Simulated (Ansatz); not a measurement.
This script for a convergence test of the plane-wave cutoff of ZnCd₂N₂, space group C2/m with Ansatz 0.2.0, Python API holds a mistake.

`run_ecut.py`
```python
"""Convergence of ZnCd2N2 with the plane-wave cutoff."""

from dataclasses import dataclass

import ansatz
import matplotlib.pyplot as plt


@dataclass(frozen=True)
class Options:
    smearing: str = "fixed"
    functional: str = "PBEsol"
    mesh: tuple[int, ...] = (6, 6, 4)


settings = Options()

zncd2n2 = (
    ansatz.Lattice.from_parameters(3.930802, 3.930802, 6.915844, alpha=106.53103, beta=106.53103, gamma=60.2047)
    .atom("Zn", [0.5, 0.5, 0.5])
    .atom("Cd", [0.2750555, 0.2750555, 0.827416])
    .atom("Cd", [0.7249445, 0.7249445, 0.172584])
    .atom("N", [0.4051275, 0.4051275, 0.215688])
    .atom("N", [0.5948725, 0.5948725, 0.784312])
)

setup = (
    zncd2n2.calculation()
    .occupations(settings.smearing)
    .functional(settings.functional)
    .kpoints(*settings.mesh)
    .stress()
)

rows = []
for value in [300, 400, 500, 600, 700, 800]:
    data = setup.basis(value).run().report
    rows.append((value, data["free_energy_ev"] / len(data["lattice"]["sites"]), data["n_iterations"], sum(data["stress_gpa"][i][i] for i in range(3)) / 3, data["n_pw"]))

print(" cutoff (eV)   F/atom (eV)    iterations       P (GPa)   plane waves")
for row in rows:
    print(f"{str(row[0]):>12s}  {row[1]:12.5f}  {row[2]:12d}  {row[3]:12.3f}  {row[4]:12d}")

# the last row is the reference
for row in rows[:-1]:
    shift = 1000 * (row[1] - rows[-1][1])
    print(f"{row[0]}: {shift:+.2f} meV/atom" + ("  (within 5 meV)" if abs(shift) < 5 else ""))
plt.figure(figsize=(4.5, 3))
plt.plot([str(row[0]) for row in rows], [1000 * (row[1] - rows[-1][1]) for row in rows], "o-")
plt.xlabel("cutoff (eV)")
plt.ylabel("F - F(last) (meV/atom)")
plt.tight_layout()
plt.savefig("ecut.png", dpi=100)
```

Output of `python run_ecut.py`:
```text
DeckWarning: basis.ecutwfc = 300 eV is below the records' recommended 420 eV, and the density's cutoff is lower with it unless basis.ecutrho_ratio is high enough to keep the records' density cutoff: compare with a run at a higher cutoff
RunWarning: iter 1: σ=0 fill of 31 bands saw a band overlap (occupied 9.2141 eV > unoccupied 8.8303 eV) — on an unconverged iterate often a transient of an unconverged empty band; one that stands at [...]
RunWarning: the bands overlap at the fill by count (31 filled at each k-point of a channel): the highest filled level, 8.995848 eV at k-index 2, stands 0.3641 eV over the lowest empty one, 8.631703 [...]
DeckWarning: basis.ecutwfc = 400 eV is below the records' recommended 420 eV, and the density's cutoff is lower with it unless basis.ecutrho_ratio is high enough to keep the records' density cutoff: compare with a run at a higher cutoff
 cutoff (eV)   F/atom (eV)    iterations       P (GPa)   plane waves
         300   -4080.64760             9        -5.001          1051
         400   -4080.82550             9        -5.242          1583
         500   -4080.83097             9        -5.237          2223
         600   -4080.83121             9        -5.238          2925
         700   -4080.83138             9        -5.239          3707
         800   -4080.83142             9        -5.239          4491
300: +183.82 meV/atom
400: +5.92 meV/atom
500: +0.44 meV/atom  (within 5 meV)
600: +0.21 meV/atom  (within 5 meV)
700: +0.04 meV/atom  (within 5 meV)
```
(Warnings from the package without file and line, shortened, repeats left out.)

No error stopped it. What is wrong with the input all the same?

The fault: fixed occupations, though the bands overlap at this level of theory. Mended:

```diff
--- before
+++ after
@@ -10,3 +10,4 @@
 class Options:
-    smearing: str = "fixed"
+    smearing: str = "fermi_dirac"
+    sigma: float = 0.05
     functional: str = "PBEsol"
@@ -28,3 +29,3 @@
     zncd2n2.calculation()
-    .occupations(settings.smearing)
+    .occupations(settings.smearing, width=settings.sigma)
     .functional(settings.functional)
```

With that change:

```console
$ python run_ecut.py
DeckWarning: basis.ecutwfc = 300 eV is below the records' recommended 420 eV, and the density's cutoff is lower with it unless basis.ecutrho_ratio is high enough to keep the records' density cutoff: compare with a run at a higher cutoff
DeckWarning: basis.ecutwfc = 400 eV is below the records' recommended 420 eV, and the density's cutoff is lower with it unless basis.ecutrho_ratio is high enough to keep the records' density cutoff: compare with a run at a higher cutoff
 cutoff (eV)   F/atom (eV)    iterations       P (GPa)   plane waves
         300   -4080.64904            10        -4.992          1051
         400   -4080.82697            10        -5.225          1583
         500   -4080.83244            10        -5.221          2223
         600   -4080.83268            10        -5.222          2925
         700   -4080.83285            10        -5.223          3707
         800   -4080.83289            10        -5.223          4491
300: +183.85 meV/atom
400: +5.92 meV/atom
500: +0.44 meV/atom  (within 5 meV)
600: +0.21 meV/atom  (within 5 meV)
700: +0.04 meV/atom  (within 5 meV)
```
(Warnings from the package without file and line.)

Caveats:
- The mesh is modest for a metal, so energies can be off by several to tens of meV an atom and pressures by half a GPa or more; differences at equal mesh fare better.
- Within a few hundredths of an angstrom the cell has the higher group R-3m; the lower one is a small distortion.
- Pressure is positive in compression.
- The structure comes from a database of computed cells and needn't be a stable or known phase.
- Shifts are counted from the last row, which is itself no proven limit.
- It ran for 68 s on 1 thread of Arm Neoverse V2 (shared host), peak memory 0.7 GiB.
